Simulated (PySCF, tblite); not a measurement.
**C₂H₁₀AlNSi: geometry, infrared bands and NMR shifts**

Wanted: the infrared bands and NMR shifts of C₂H₁₀AlNSi (`CC[N]([AlH2])[SiH3]`), by calculation.

The runs use tblite 0.8.0 and PySCF 2.14.0, with density-fitted response routines of our own; the level of theory stands in each step. All values are computed, except where a source is named. Atoms count from 0, in the outputs and in this text.

### Step 1. Starting geometry

15 atoms, charge 0, multiplicity 1; geometry from: force field or distance geometry start.

Bonds of the start (Å): C0–C1 1.52, C1–N2 1.44, N2–Al3 1.89, N2–Si4 1.75, C0–H5 1.13, C0–H6 1.10, C0–H7 1.11, C1–H8 1.12, C1–H9 1.12, Al3–H10 1.60, Al3–H11 1.61, Si4–H12 1.49, Si4–H13 1.48, Si4–H14 1.47.

### Step 2. Relaxing the molecule with GFN2-xTB

The job: settings as JSON, then the geometry in Å.

```
{"job": {"kind": "relax", "xc": "GFN2-xTB", "basis": "xTB"}, "charge": 0, "multiplicity": 1}
C     -2.034600     0.324700     0.090800
C     -0.909200    -0.501700    -0.516600
N      0.382700    -0.059500    -0.059200
Al     0.822600     1.732900    -0.487200
Si     1.685800    -1.225400    -0.110700
H     -1.941600     0.368400     1.211900
H     -2.037400     1.343900    -0.315200
H     -2.998100    -0.200800    -0.060700
H     -0.919200    -0.344100    -1.621800
H     -1.075000    -1.598800    -0.368200
H      1.916400     1.949300    -1.634800
H      0.808600     2.816200     0.707000
H      2.705000    -0.918000     0.931100
H      2.388500    -1.082900    -1.410000
H      1.201000    -2.596300     0.116300
```

Started as:

```sh
OMP_NUM_THREADS=1 python probes_run.py task.json out
```

The driver reads the jobs from task.json and runs them one after another.

**Question.** This job is followed by: GFN2-xTB harmonic vibrations, gas phase; GIAO PBE0/pcSseg-1 NMR shielding, non-relativistic, gas phase. Predict these results of the whole session: strongest single infrared mode (GFN2-xTB); zero-point energy (GFN2-xTB); 13C shifts against TMS (PBE0/pcSseg-1); 1H shifts against TMS (PBE0/pcSseg-1, means over atoms taken as alike); 15N shifts against NH3 (PBE0/pcSseg-1); 27Al shifts against AlH4- (PBE0/pcSseg-1); 29Si shifts against TMS (PBE0/pcSseg-1).

The runs gave:

```
                                                              quantity                       value
                             strongest single infrared mode (GFN2-xTB)        810 cm⁻¹, 468 km/mol
                                          zero-point energy (GFN2-xTB)               66.6 kcal/mol
                                13C shifts against TMS (PBE0/pcSseg-1)              49.7, 20.1 ppm
1H shifts against TMS (PBE0/pcSseg-1, means over atoms taken as alike)  5.25, 4.61, 3.33, 1.84 ppm
                                15N shifts against NH3 (PBE0/pcSseg-1)                    32.0 ppm
                             27Al shifts against AlH4- (PBE0/pcSseg-1)                   153.3 ppm
                               29Si shifts against TMS (PBE0/pcSseg-1)                   -61.7 ppm
```

In words: Relaxing lowered the energy by 0.730 eV in 119 steps; the close pair that moved most is N2–Al3, from 1.895 to 1.811 Å. No mode is imaginary among the 39: a minimum at this level. The strongest single mode, at 810 cm⁻¹, moves mainly H10 and H11. Unscaled tight-binding wavenumbers are off by several per cent, some by more. Its intensities can rank the bands wrongly. The most deshielded carbon is C1 (sp3 CH2 bonded to N), at 49.7 ppm: pulled downfield by the heteroatom. At PBE0/pcSseg-1: The largest span, 131 ppm, is at Si4, where the paramagnetic term is -469 ppm.
